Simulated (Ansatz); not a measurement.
**One shape, several levels: AlCl2F (SMILES [F][Al]([Cl])[Cl])**

Wanted: a comparison of 6 runs (CAM-B3LYP/STO-3G, HSE06/STO-3G, PBE0/STO-3G, UMP2/STO-3G, CCSDTQ/STO-3G, CCSD/STO-3G) of AlCl2F. 

Program for the calculation: Ansatz 0.2.0.

61 further runs of the same task are left out: 5 that didn't finish, 56 set aside as unsound or not needed.

### 1 The system as given

AlCl2F: 4 atoms, total charge 0, spin state singlet. SMILES: `[F][Al]([Cl])[Cl]`. The Al2–F1 distance was set to 4.082 Å, away from the relaxed value. At this shape a bond of the SMILES string is far longer than usual.

Bond lengths: Al2–Cl3 2.065 Å, Al2–Cl4 2.065 Å. Angles: Cl3–Al2–Cl4 121.5°.

### 2 A single-point energy at CAM-B3LYP/STO-3G (run 1)

Input file in.yaml:

```yaml
crystal:
  periodic: [false, false, false]
  atoms:
    - {symbol: F, position_ang: [0.211349, 0.938250, 4.065452]}
    - {symbol: Al, position_ang: [0.004800, 0.021530, 0.093600]}
    - {symbol: Cl, position_ang: [1.223040, -1.463690, -0.663450]}
    - {symbol: Cl, position_ang: [-1.315270, 1.053930, -1.112510]}
basis:
  gaussian:
    orbitals: STO-3G
hamiltonian:
  xc: {name: CAM-B3LYP}
accuracy: high
```

Run with:

```sh
$ ansatz run in.yaml --threads 1 --pin off --max-ram 3480MiB --events-out events.jsonl --progress --plain --runs-dir runs
```

The program printed:

```text
Warning: RAYON_NUM_THREADS=1 ignored (pool sized by the plan → 1); use --threads N
Functional definition: CAM-B3LYP
  name "CAM-B3LYP"
  parameter alpha = 0.19
  parameter beta = 0.46
  parameter omega = 0.33/bohr
  parameter ac = 0.81
  exchange = (1 - alpha - beta)*b88_x + beta*b88_x_sr(omega) + alpha*exact_x + beta*exact_x_lr(omega)
  correlation = (1 - ac)*vwn5_c + ac*lyp_c
554 factors; integrals over basis functions are off by at most 1.8e-8 eV
203 factors; integrals over basis functions are off by at most 1.9e-9 eV
mean field evaluation 1: about -33948.8692 eV, gradient 2.9e1 eV
mean field evaluation 2: about -33587.4944 eV, gradient 3.8e1 eV
mean field evaluation 4: about -33951.4898 eV, gradient 2.0e1 eV
mean field evaluation 8: about -33951.4817 eV, gradient 2.0e1 eV
mean field evaluation 16: about -33961.5503 eV, gradient 5.2e-5 eV
mean field evaluation 32: about -33960.9772 eV, gradient 9.5e0 eV
mean field -33961.55031132 eV, -1248.0639539754 hartree, gradient 7.9e-9 eV, S^2 0.000000; 4 other end points of the search recorded, 0 dependent functions left out
reference -33961.55032580 eV, -1248.0639545076 hartree; 28, 28 occupied and 4, 4 virtual orbitals, 554 factors
Total energy: -33961.55032580 eV, -1248.0639545076 hartree
```

It took 2.9 s on 1 thread of Arm Neoverse V1, shared host; peak memory 0.12 GiB.

### 3 The energy at HSE06/STO-3G (run 2)

in.yaml, as its differences from that of step 2:

```diff
@@ -11,3 +11,3 @@
 hamiltonian:
-  xc: {name: CAM-B3LYP}
+  xc: hse06
 accuracy: high
```

Run with:

```sh
$ ansatz run in.yaml --threads 1 --pin off --max-ram 3480MiB --events-out events.jsonl --progress --plain --runs-dir runs
```

The program printed:

```text
Warning: RAYON_NUM_THREADS=1 ignored (pool sized by the plan → 1); use --threads N
Functional definition: HSE06
  name "HSE06"
  parameter a = 0.25
  parameter omega = 0.11/bohr
  exchange = pbe_x - a*pbe_x_sr(omega) + a*exact_x_sr(omega)
  correlation = pbe_c
554 factors; integrals over basis functions are off by at most 1.8e-8 eV
74 factors; integrals over basis functions are off by at most 6.3e-10 eV
mean field evaluation 1: about -33937.9110 eV, gradient 3.1e1 eV
mean field evaluation 2: about -33575.1592 eV, gradient 4.2e1 eV
mean field evaluation 4: about -33941.5561 eV, gradient 1.5e1 eV
mean field evaluation 8: about -33941.5560 eV, gradient 1.5e1 eV
mean field evaluation 16: about -33951.5350 eV, gradient 5.0e-6 eV
mean field evaluation 32: about -33950.7451 eV, gradient 1.2e1 eV
mean field -33951.53496621 eV, -1247.6958968312 hartree, gradient 5.8e-9 eV, S^2 0.000000; 4 other end points of the search recorded, 0 dependent functions left out
reference -33951.53496797 eV, -1247.6958968959 hartree; 28, 28 occupied and 4, 4 virtual orbitals, 554 factors
Total energy: -33951.53496797 eV, -1247.6958968959 hartree
```

Wall time 4.5 s (1 thread of Arm Neoverse V1, shared host); peak memory 0.12 GiB.

### 4 A single-point energy at PBE0/STO-3G (run 3)

Input file run.yaml:

```yaml
crystal:
  periodic: [false, false, false]
  atoms:
    - {symbol: F, position_ang: [0.211349, 0.938250, 4.065452]}
    - {symbol: Al, position_ang: [0.004800, 0.021530, 0.093600]}
    - {symbol: Cl, position_ang: [1.223040, -1.463690, -0.663450]}
    - {symbol: Cl, position_ang: [-1.315270, 1.053930, -1.112510]}
basis:
  gaussian:
    orbitals: STO-3G
hamiltonian:
  xc: {name: PBE0}
accuracy: high
```

Run with:

```sh
$ ansatz run run.yaml --threads 1 --pin off --max-ram 3480MiB --events-out events.jsonl --progress --plain --runs-dir runs
```

The program printed:

```text
Warning: RAYON_NUM_THREADS=1 ignored (pool sized by the plan → 1); use --threads N
Functional definition: PBE0
  name "PBE0"
[... 1 set-up line as earlier in the session ...]
  parameter kappa = 0.804
  parameter beta = 0.06672455060314922
  exchange = (1 - a)*pbe_x(kappa = kappa, mu = beta*pi^2/3) + a*exact_x
  correlation = pbe_c(beta = beta)
554 factors; integrals over basis functions are off by at most 1.8e-8 eV
mean field evaluation 1: about -33938.6880 eV, gradient 3.0e1 eV
mean field evaluation 2: about -33576.4955 eV, gradient 4.1e1 eV
mean field evaluation 4: about -33942.0923 eV, gradient 1.6e1 eV
mean field evaluation 8: about -33942.0873 eV, gradient 1.6e1 eV
mean field evaluation 16: about -33952.1073 eV, gradient 5.4e-5 eV
mean field evaluation 32: about -33952.1006 eV, gradient 1.4e-1 eV
mean field -33952.10728335 eV, -1247.7169290981 hartree, gradient 5.7e-9 eV, S^2 0.000000; 4 other end points of the search recorded, 0 dependent functions left out
reference -33952.10728467 eV, -1247.7169291467 hartree; 28, 28 occupied and 4, 4 virtual orbitals, 554 factors
Total energy: -33952.10728467 eV, -1247.7169291467 hartree
```

Run time: 3.6 s. Hardware: 1 thread of Arm Neoverse V1, shared host; peak memory 0.12 GiB.

Runs 4 to 5 aren't shown in full; the table further down has their settings and results.

### 5 The energy at CCSD/STO-3G (run 6)

Input file job.yaml:

```yaml
crystal:
  periodic: [false, false, false]
  atoms:
    - {symbol: F, position_ang: [0.211349, 0.938250, 4.065452]}
    - {symbol: Al, position_ang: [0.004800, 0.021530, 0.093600]}
    - {symbol: Cl, position_ang: [1.223040, -1.463690, -0.663450]}
    - {symbol: Cl, position_ang: [-1.315270, 1.053930, -1.112510]}
basis:
  gaussian:
    orbitals: STO-3G
correlation:
  method: ccsd
  frozen_orbitals: {Al: 5, Cl: 5, F: 1}
scf:
  omitted_lower_state_checks: [cluster_reference, increment]
accuracy: high
magnetization:
  spin_polarized: false
```

Run with:

```sh
$ ansatz run job.yaml --threads 1 --pin off --max-ram 3480MiB --events-out events.jsonl --progress --plain --runs-dir runs
```

The program printed, cut to the lines that bear on the results:

```text
Warning: RAYON_NUM_THREADS=1 ignored (pool sized by the plan → 1); use --threads N
Functional definition: HF
  name "HF"
[...]
554 factors; integrals over basis functions are off by at most 1.8e-8 eV
[...]
mean field -33906.05469443 eV, -1246.0245276710 hartree, gradient 7.6e-8 eV, S^2 0.000000; 5 other end points of the search recorded, 0 dependent functions left out; unrestricted orbitals would lower it
16 core orbitals not correlated: weight in the atoms' cores, before any rotation towards them, 0.999 or more for the frozen orbitals, at most 0.000 for the correlated occupied ones
reference -33906.05469443 eV, -1246.0245276710 hartree; 12, 12 occupied and 4, 4 virtual orbitals, 554 factors
second order -7.85301047 eV of doubles, -0.00000000 eV of singles
cycle   1  -3.10111193 eV  change    -1.4e0 eV  update   1.6e-1
[...]
cycle  41  -7.95417434 eV  change  -4.7e-10 eV  update  5.0e-10
WARN: these amplitudes may be one of several solutions (largest doubles amplitude 0.99, level shift 18.06 eV)
Total energy: -33914.00886877 eV, -1246.3168381864 hartree
Checks for a lower state left out: cluster_reference, increment
```

It took 0.64 s on 1 thread of Arm Neoverse V1, shared host.

### 6 Overview of the runs

| run | level | frozen core orbitals | energy (Eh) | wall time |
| --- | --- | --- | --- | --- |
| 1 | CAM-B3LYP/STO-3G | – | -1248.063955 | 2.9 s |
| 2 | HSE06/STO-3G | – | -1247.695897 | 4.5 s |
| 3 | PBE0/STO-3G | – | -1247.716929 | 3.6 s |
| 4 | UMP2/STO-3G | 16 | -1246.316934 | 1.9 s |
| 5 | CCSDTQ/STO-3G | 16 | -1246.323861 | 64 s |
| 6 | CCSD/STO-3G | 16 | -1246.316838 | 0.64 s |

### 7 Results

| quantity | value |
| --- | --- |
| run 6: total energy | -1246.31684 Eh |
| run 6: correlation energy (16 core orbitals frozen) | -292.3 mEh |
| run 6: T1 diagnostic | 0.039 |

**Reading.** Totals of different functionals can't be ranked against each other. In run 6 the T1 diagnostic is large, so a single reference may not serve. In runs 5, 6 the log says that unrestricted orbitals would lower the reference, so the values rest on an unstable closed-shell determinant (other closed-shell runs at this shape may share the fault). In runs 1, 2, 3, 4, 5, 6 the basis is minimal, so the values are rough. Spin contamination of the reference: run 4 ⟨S²⟩ = 1.00. Where it is this large, the reference is a mixture of spin states, and values that rest on it are in doubt. All runs together took 77 s, the longest 64 s.
